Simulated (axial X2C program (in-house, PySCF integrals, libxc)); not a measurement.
# Linear InCN⁺ at several levels

An exercise on one series of results from a longer session: the logs are not shown, and one member is left open.

Method: all-electron X2C, two-component (2c) or spin-free, In dyall-v3z, C dyall-v3z, N dyall-av3z; program: an in-house X2C program for linear molecules on PySCF integrals.

All values are calculated.

1 further run of the same task is left out (set aside as unsound or not needed).

Set-up of the first run:

task.json reads:

```json
{
 "zs": [
  49,
  6,
  7
 ],
 "q": 1,
 "bas": [
  "dyall-v3z",
  "dyall-v3z",
  "dyall-av3z"
 ],
 "r0": [
  2.12,
  1.16
 ],
 "symm": 0,
 "scan": [
  "PBE0",
  "HF",
  "r2SCAN"
 ],
 "levels": [
  "PBE0",
  "HF",
  "TPSSh"
 ],
 "nst": 2
}
```

Keys: zs atomic numbers; q charge; bas basis sets; r0 starting distance in Å; symm equal bonds; scan levels of the two-bond scan; levels methods; nst determinants followed.

Run with:

```console
$ python solin.py task.json out
```

Masses In 114.904, C 12.000, N 14.003 u.

Steps of the session up to this table: Scan at PBE0, 2c; Scan at HF, 2c; Scan at r2SCAN, 2c.

One table of the session follows, with a row left open; its other results are not shown here.

| level | r(In–C) (Å) | r(C–N) (Å) | lower stretch (cm⁻¹) | upper stretch (cm⁻¹) |
| --- | --- | --- | --- | --- |
| PBE0, 2c | 2.119 | 1.156 | 357.6 | 2276.6 |
| HF, 2c | 2.095 | 1.136 | 419.4 | 2130.6 |
| r2SCAN, 2c | 2.136 | 1.161 | 342.1 | 2228.8 |
| PBE0, spin-free | 2.120 | 1.156 | 357.3 | 2276.5 |
| HF, spin-free | ? | ? | ? | ? |
| r2SCAN, spin-free | 2.137 | 1.161 | 341.8 | 2228.7 |

Estimate the missing values for HF, spin-free.

The run gave: r(In–C) (Å): 2.095; r(C–N) (Å): 1.136; lower stretch (cm⁻¹): 419.4; upper stretch (cm⁻¹): 2129.2.

Scans not shown above were run alike.

The lower stretch spreads by more than a fifth over the levels, so it depends strongly on the method. The molecule was held linear; bending was not examined, so a bent shape may lie lower.
